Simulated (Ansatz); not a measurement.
# CH₇GeNS: one species, many methods

The task here is to estimate one member of a computed series from the others.

Method: functionals in def2-TZVPP, the program's frozen cores in correlated methods; program: Ansatz 0.2.0, Gaussian basis.

The runs, in order: PBE-D4, r2SCAN-D4, PBE0-D4, B3LYP-D4, ωB97X-V, ωB97M-V, B2PLYP; CCSD(T)/def2-TZVPP; MP2/def2-QZVPP; extrapolation to the limit.

## The relaxed structure

An earlier PBE0-D4 in a triple-zeta def2 set relaxation fixed the geometry.

11 atoms, charge 0, spin multiplicity 1.

Atoms are counted from 1 here; the program's logs count them from 0.

Bond lengths: N1–C2 1.443 Å, N1–H5 1.013 Å, N1–H6 1.013 Å, C2–S3 1.817 Å, C2–H7 1.098 Å, C2–H8 1.092 Å, S3–Ge4 2.224 Å, Ge4–H9 1.536 Å, Ge4–H10 1.539 Å, Ge4–H11 1.534 Å. Angles: C2–N1–H5 111.3°, C2–N1–H6 110.9°, H5–N1–H6 108.6°, N1–C2–S3 111.0°, N1–C2–H7 115.5°, N1–C2–H8 108.6°, S3–C2–H7 104.6°, S3–C2–H8 109.0°, H7–C2–H8 107.9°, C2–S3–Ge4 97.4°, S3–Ge4–H9 108.8°, S3–Ge4–H10 104.6°, S3–Ge4–H11 112.7°, H9–Ge4–H10 110.4°, H9–Ge4–H11 110.8°, H10–Ge4–H11 109.2°.

Set-up of the first run:

in.yaml

```yaml
crystal:
  periodic: [false, false, false]
  atoms:
    - {symbol: N, position_ang: [-0.964372, 0.976016, -0.375782]}
    - {symbol: C, position_ang: [0.466712, 1.136979, -0.461406]}
    - {symbol: S, position_ang: [1.304079, 0.250595, 0.885834]}
    - {symbol: Ge, position_ang: [0.242521, -1.690464, 0.654148]}
    - {symbol: H, position_ang: [-1.428545, 1.377449, -1.181498]}
    - {symbol: H, position_ang: [-1.328658, 1.416226, 0.460082]}
    - {symbol: H, position_ang: [0.832022, 2.169248, -0.382002]}
    - {symbol: H, position_ang: [0.805548, 0.733098, -1.418016]}
    - {symbol: H, position_ang: [0.143194, -2.025750, -0.841987]}
    - {symbol: H, position_ang: [1.139310, -2.711832, 1.375414]}
    - {symbol: H, position_ang: [-1.146410, -1.688565, 1.305813]}
basis:
  gaussian: {orbitals: def2-TZVPP}
hamiltonian: {xc: pbe, dispersion: d4}
output: {forces: true, orbitals: {seedname: orbitals}}
```

On the command line:

```bash
ansatz run in.yaml --threads 4 --pin off --events-out ev --progress --plain --max-ram 10444MiB
```

Among the steps run: PBE-D4 (GGA); r2SCAN-D4 (meta-GGA); PBE0-D4 (hybrid); B3LYP-D4 (hybrid); ωB97X-V (range-separated); ωB97M-V (range-separated); B2PLYP (double hybrid); CCSD(T) in def2-TZVPP; MP2 in def2-QZVPP.

One of the session's tables, all rows but one given; the rest of the session is left out.

| method | atomisation energy (kJ/mol) |
| --- | --- |
| PBE-D4 | 3545.9 |
| r2SCAN-D4 | 3495.2 |
| PBE0-D4 | 3493.0 |
| B3LYP-D4 | 3494.7 |
| ωB97X-V | 3523.8 |
| ωB97M-V | 3505.8 |
| B2PLYP | 3446.9 |
| HF/def2-TZVPP | 2443.1 |
| MP2/def2-TZVPP | ? |
| CCSD/def2-TZVPP | 3358.8 |
| CCSD(T)/def2-TZVPP | 3411.5 |
| MP2/CBS | 3514.7 |
| CCSD(T)/CBS | 3504.9 |

Q: Estimate the row for MP2/def2-TZVPP from the others.

**Answer.** atomisation energy (kJ/mol): 3421.2. In the column «atomisation energy (kJ/mol)» it lies between CCSD(T)/def2-TZVPP (3411.5) and B2PLYP (3446.9).

To keep in mind: Free atoms (1 N, 1 C, 1 S, 1 Ge, 7 H) were run apart at each level; the atomisation energy is their sum less the molecule, without zero-point or spin-orbit terms.
